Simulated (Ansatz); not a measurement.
AlCl2H3OSi, SMILES [SiH3][O][Al]([Cl])[Cl], a ladder of methods at one geometry

Computed with the Ansatz DFT code, driven from Python.

The cells in order, each with its output:

**Cell 1**
```python
from pathlib import Path

import ansatz as az
from ase import Atoms
import numpy as np
```

**Cell 2**
```python
atoms = Atoms(["Si", "O", "Al", "Cl", "Cl", "H", "H", "H"], positions=[
    (0.2025, -0.8361, 1.0364),
    (1.0942, -0.4002, -0.3576),
    (0.0629, 0.8155, -1.3213),
    (-1.2851, 0.1134, -2.8154),
    (0.2773, 2.9671, -0.8939),
    (-0.0922, 0.4273, 1.8363),
    (0.9169, -1.7613, 1.8496),
    (-1.0844, -1.3828, 0.61),
])
system = az.Crystal.molecule_from_ase(atoms)
```

**Cell 3**
```python
model = system.calculation().basis(gaussian="def2-SVP")
```

**Cell 4**
```python
print("functional    E (Ha)        dipole (D)   HOMO (eV)  LUMO (eV)")
for name in ["pbe", "r2scan0", "pbe0", "hse06", "r2scan"]:
    r = model.functional(name).forces().orbitals().run(threads=1, pin="off", runs_dir="runs").report
    lines = Path(r["orbitals_path"]).read_text().splitlines()
    field_of = lambda key: [line.split("=")[1].strip() for line in lines if line.startswith(key)]
    orbitals = [(27.211386 * float(e), s, float(n)) for e, s, n in zip(field_of("Ene="), field_of("Spin="), field_of("Occup="))]
    homo = max(e for e, _, n in orbitals if n > 0.5)
    lumo = min(e for e, _, n in orbitals if n < 0.5)
    dipole = 4.803205 * np.linalg.norm(r["charge_distribution"]["dipole_moment_e_ang"])
    print(f"{name:10s} {r['free_energy_ev'] / 27.211386246:14.6f} {dipole:9.3f} {homo:11.3f} {lumo:10.3f}")
```
Output:
```text
functional    E (Ha)        dipole (D)   HOMO (eV)  LUMO (eV)
pbe          -1528.283529     0.878      -7.199     -2.708
r2scan0      -1528.867989     1.058      -9.071     -1.723
pbe0         -1528.414059     1.005      -8.779     -1.892
hse06        -1528.382904     0.999      -8.374     -2.265
r2scan       -1528.895319     0.990      -7.647     -2.424
```

Total energies depend on the basis set; only differences at equal settings carry meaning. The geometry is a force-field or estimated start, not a minimum of this method, and the basis set is short of its limit. A lower total doesn't mark the better method: functionals have no common bound, and MP2 and coupled cluster aren't variational. Levels such as HOMO and LUMO are orbital energies: with these approximate functionals they aren't the ionisation energy and electron affinity, and their gap isn't the fundamental gap. hse06 follows the composition of plane-wave codes, whose totals differ by tens of mHa, up to about 0.1 Ha, from the form usual in Gaussian-basis programs (wpbeh). Wall time of the script: 31 s on 1 thread of Arm Neoverse V1, with other jobs on the host, peak memory 0.32 GiB.
